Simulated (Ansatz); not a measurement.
**CH₃F₃NV: how energies converge with the basis set**

Aim: see how fast density functionals converge with the basis set for CH₃F₃NV.

The runs use Ansatz 0.2.0, Gaussian basis; one geometry, several basis sets.

Levels to be run: PBE0-D4/def2-SVP; ωB97M-V/def2-SVP; PBE0-D4/def2-QZVPP; ωB97M-V/def2-QZVPP; the functionals' def2-TZVPP values are taken from earlier runs.

### 1 The relaxed structure

The geometry comes from an earlier relaxation with PBE0-D4 in a triple-zeta def2 set; it is a stationary point, not always the lowest conformer.

SMILES `C[N]=[V]([F])([F])[F]`, 9 atoms, charge 0, spin multiplicity 1.

Atoms are counted from 1 here; the program's logs count them from 0.

Bond lengths: C1–N2 1.412 Å, C1–H7 1.095 Å, C1–H8 1.095 Å, C1–H9 1.095 Å, N2–V3 1.593 Å, V3–F4 1.733 Å, V3–F5 1.733 Å, V3–F6 1.733 Å. Angles: N2–C1–H7 110.1°, N2–C1–H8 110.1°, N2–C1–H9 110.1°, H7–C1–H8 108.9°, H7–C1–H9 108.9°, H8–C1–H9 108.9°, C1–N2–V3 180.0°, N2–V3–F4 107.4°, N2–V3–F5 107.4°, N2–V3–F6 107.4°, F4–V3–F5 111.5°, F4–V3–F6 111.5°, F5–V3–F6 111.5°.

Geometry (Å):

```
C     0.24008   -1.22070    0.91471
N     0.02951   -0.10633    0.07434
V    -0.20906    1.15138   -0.87404
F    -1.35619    0.67805   -2.08337
F     1.31886    1.56713   -1.57765
F    -0.82281    2.43596    0.11366
H    -0.04913   -0.97651    1.94196
H    -0.35954   -2.06947    0.57040
H     1.29697   -1.50591    0.90279
```

### 2 PBE0-D4 in def2-SVP

Input file in.yaml:

```yaml
crystal:
  periodic: [false, false, false]
  atoms:
    - {symbol: C, position_ang: [0.240082, -1.220705, 0.914713]}
    - {symbol: N, position_ang: [0.029515, -0.106326, 0.074338]}
    - {symbol: V, position_ang: [-0.209058, 1.151375, -0.874042]}
    - {symbol: F, position_ang: [-1.356192, 0.678055, -2.083366]}
    - {symbol: F, position_ang: [1.318857, 1.567131, -1.577646]}
    - {symbol: F, position_ang: [-0.822808, 2.435960, 0.113663]}
    - {symbol: H, position_ang: [-0.049128, -0.976511, 1.941955]}
    - {symbol: H, position_ang: [-0.359540, -2.069469, 0.570396]}
    - {symbol: H, position_ang: [1.296970, -1.505908, 0.902789]}
basis:
  gaussian: {orbitals: def2-SVP}
hamiltonian: {xc: pbe0, dispersion: d4}
output: {orbitals: {seedname: orbitals}}
```

The run is started by

```sh
> ansatz run in.yaml --threads 8 --pin off --events-out ev --progress --plain --max-ram 18278MiB
```

After this run come: ωB97M-V in def2-SVP; PBE0-D4 in def2-QZVPP; ωB97M-V in def2-QZVPP.

Q: Predict the results of all the runs planned. Wanted: PBE0-D4: double and triple zeta above quadruple; ωB97M-V: double and triple zeta above quadruple.

**Answer**, as computed:

```
                                       quantity           value
PBE0-D4: double and triple zeta above quadruple  17.78, 1.07 eV
ωB97M-V: double and triple zeta above quadruple  18.05, 1.01 eV
```

In words: For PBE0-D4 the step from double to triple zeta gains 16.71 eV and the next only 1.07 eV. These are total energies; as a rule much of such shifts cancels in differences, which this series doesn't test.
